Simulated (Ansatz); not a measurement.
**LaAl2Cu3: a single-point run**

The task is a single-point run on LaAl2Cu3. The structure is shown as the input types it.

Method: DFT PBEsol, scalar-relativistic, plane waves, PAW; settings changed, in Ansatz 0.2.0.

2 further runs of the same task are left out: 2 set aside as unsound or not needed. Runs told in other sessions of the task aren't counted.

### Step 1. Starting point

The structure is orthorhombic, space group Cmmm (No. 65). The conventional cell has a = 5.346 Å, b = 8.884 Å, c = 4.164 Å, α = 90.00°, β = 90.00°, γ = 90.00°. Al (site symmetry 2/m) has 6 Cu at 2.59 to 2.60 Å and 2 Al at 2.67 Å in its first shell of neighbours. Cu (site symmetry m2m) has 5 Cu at 2.52 to 3.11 Å and 4 Al at 2.60 Å and 3 La at 3.02 to 3.03 Å in its first shell of neighbours. Around Cu (site symmetry mmm) lie 4 Cu at 2.52 Å and 4 Al at 2.59 Å. La (site symmetry mmm) is surrounded by 10 Cu at 3.02 to 3.39 Å and 8 Al at 3.32 Å.

Coordinates:

```
CELL_PARAMETERS angstrom
2.67287 -4.44222 0.00000
2.67287 4.44222 0.00000
0.00000 0.00000 4.16383
ATOMIC_POSITIONS crystal
Al 0.50000 0.00000 0.50000
Al 0.00000 0.50000 0.50000
Cu 0.66056 0.33944 0.00000
Cu 0.33944 0.66056 0.00000
Cu 0.50000 0.50000 0.50000
La 0.00000 0.00000 0.00000
```

### Step 2. Input and run

Contents of input.yaml:

```yaml
crystal:
  lattice:
    - [2.6728686223, -4.4422210831, 0.0]
    - [2.6728686223, 4.4422210831, 0.0]
    - [0.0, 0.0, 4.1638306794]
  atoms:
    - { symbol: Al, position: [0.5, 0.0, 0.5] }
    - { symbol: Al, position: [0.0, 0.5, 0.5] }
    - { symbol: Cu, position: [0.6605596048, 0.3394403952, 0.0] }
    - { symbol: Cu, position: [0.3394403952, 0.6605596048, 0.0] }
    - { symbol: Cu, position: [0.5, 0.5, 0.5] }
    - { symbol: La, position: [0.0, 0.0, 0.0] }
basis:
  ecutwfc: 30
kpoints:
  mp_grid: { grid: [8, 8, 8] }
hamiltonian:
  xc: pbesol
scf:
  occupations: { method: gaussian, width: 0.05 }
  max_iter: 100
output:
  forces: true
  eigenvalues: true
  stress: true
```

The run is started by

```console
ansatz run input.yaml --threads 8 --pin off --max-ram 14336MiB --backend cpu --events-out ev --progress --plain --runs-dir out
```

What happens when this is run?

The program refused the input before any cycle. The line that matters: «inconsistent input (basis.ecutwfc, kpoints): the smallest per-k basis holds n_pw = 32 plane waves (k-point 89, counted from 0 among those solved) but the deck needs at least 38 band(s) per channel ...»

The suspect setting: basis.ecutwfc is 30. With so few plane waves the basis is incomplete by a wide margin. At this value the smallest basis holds 32 plane waves, fewer than the 38 bands to be solved.

Remedy: use the potentials' recommended cutoff.
